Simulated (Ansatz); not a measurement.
# BaSr3Ti4O12: the cost of one run

Program: Ansatz 0.2.0. Level of theory: DFT PBEsol, scalar-relativistic, plane waves, PAW. These are calculated values, not measurements.

That is the level of the relaxation; later steps name their own.

### 1 The structure to begin with

The structure is cubic, space group Im-3m (No. 229). Conventional cell: a = 7.861 Å, b = 7.861 Å, c = 7.861 Å, α = 90.00°, β = 90.00°, γ = 90.00°. Ba (site symmetry m-3m) is surrounded by 12 O at 2.78 Å. Around Sr (site symmetry 4/mmm) lie 12 O at 2.78 Å. Around Ti (site symmetry -3m) lie 6 O at 1.97 Å. O (site symmetry mm2) has 2 Ti at 1.97 Å and 1 Ba at 2.78 Å and 3 Sr at 2.78 Å as nearest neighbours.

Structure file:

```
Ba Sr Ti O
1.0
    -3.93046    3.93046    3.93046
     3.93046   -3.93046    3.93046
     3.93046    3.93046   -3.93046
Ba Sr Ti O
1 3 4 12
Direct
  0.50000 0.50000 0.50000
  0.00000 0.00000 0.50000
  0.00000 0.50000 0.00000
  0.50000 0.00000 0.00000
  0.00000 0.00000 0.00000
  0.50000 0.50000 0.00000
  0.50000 0.00000 0.50000
  0.00000 0.50000 0.50000
  0.00000 0.25000 0.25000
  0.50000 0.75000 0.25000
  0.50000 0.25000 0.75000
  0.00000 0.75000 0.75000
  0.25000 0.00000 0.25000
  0.75000 0.50000 0.25000
  0.75000 0.00000 0.75000
  0.25000 0.50000 0.75000
  0.25000 0.25000 0.00000
  0.75000 0.75000 0.00000
  0.75000 0.25000 0.50000
  0.25000 0.75000 0.50000
```

(A quick probe on a coarse mesh, which set the mesh and smearing, is not shown.)

### 3 Relaxing cell and atoms

Input file input.yaml:

```yaml
crystal:
  lattice:
    - [-3.93046, 3.93046, 3.93046]
    - [3.93046, -3.93046, 3.93046]
    - [3.93046, 3.93046, -3.93046]
  atoms:
    - { symbol: Ba, position: [0.5, 0.5, 0.5] }
    - { symbol: Sr, position: [0.0, 0.0, 0.5] }
    - { symbol: Sr, position: [0.0, 0.5, 0.0] }
    - { symbol: Sr, position: [0.5, 0.0, 0.0] }
    - { symbol: Ti, position: [0.0, 0.0, 0.0] }
    - { symbol: Ti, position: [0.5, 0.5, 0.0] }
    - { symbol: Ti, position: [0.5, 0.0, 0.5] }
    - { symbol: Ti, position: [0.0, 0.5, 0.5] }
    - { symbol: O, position: [0.0, 0.25, 0.25] }
    - { symbol: O, position: [0.5, 0.75, 0.25] }
    - { symbol: O, position: [0.5, 0.25, 0.75] }
    - { symbol: O, position: [0.0, 0.75, 0.75] }
    - { symbol: O, position: [0.25, 0.0, 0.25] }
    - { symbol: O, position: [0.75, 0.5, 0.25] }
    - { symbol: O, position: [0.75, 0.0, 0.75] }
    - { symbol: O, position: [0.25, 0.5, 0.75] }
    - { symbol: O, position: [0.25, 0.25, 0.0] }
    - { symbol: O, position: [0.75, 0.75, 0.0] }
    - { symbol: O, position: [0.75, 0.25, 0.5] }
    - { symbol: O, position: [0.25, 0.75, 0.5] }
basis:
  ecutwfc: 420
kpoints:
  mp_grid: { grid: [6, 6, 6] }
hamiltonian:
  xc: pbesol
scf:
  occupations: { method: gaussian, width: 0.02 }
output:
  forces: true
  stress: true
  eigenvalues: true
  write_density: true
  write_potential: true
  elf: true
  volumetric_format: npy
relax:
  adjacent_minimum: "off"
  f_tol: 0.005
  max_steps: 80
  cell: { stress_tol: 0.05 }
```

Command:

```sh
$ ansatz run input.yaml --threads 4 --pin off --max-ram 10240MiB --backend cpu --events-out ev --progress --plain --runs-dir out
```

**Question.** How long does this run take on 4 threads of Intel Xeon at 2.70GHz, shared host, and how much memory does it need?

About 93 s, with a peak of 1.1 GiB.
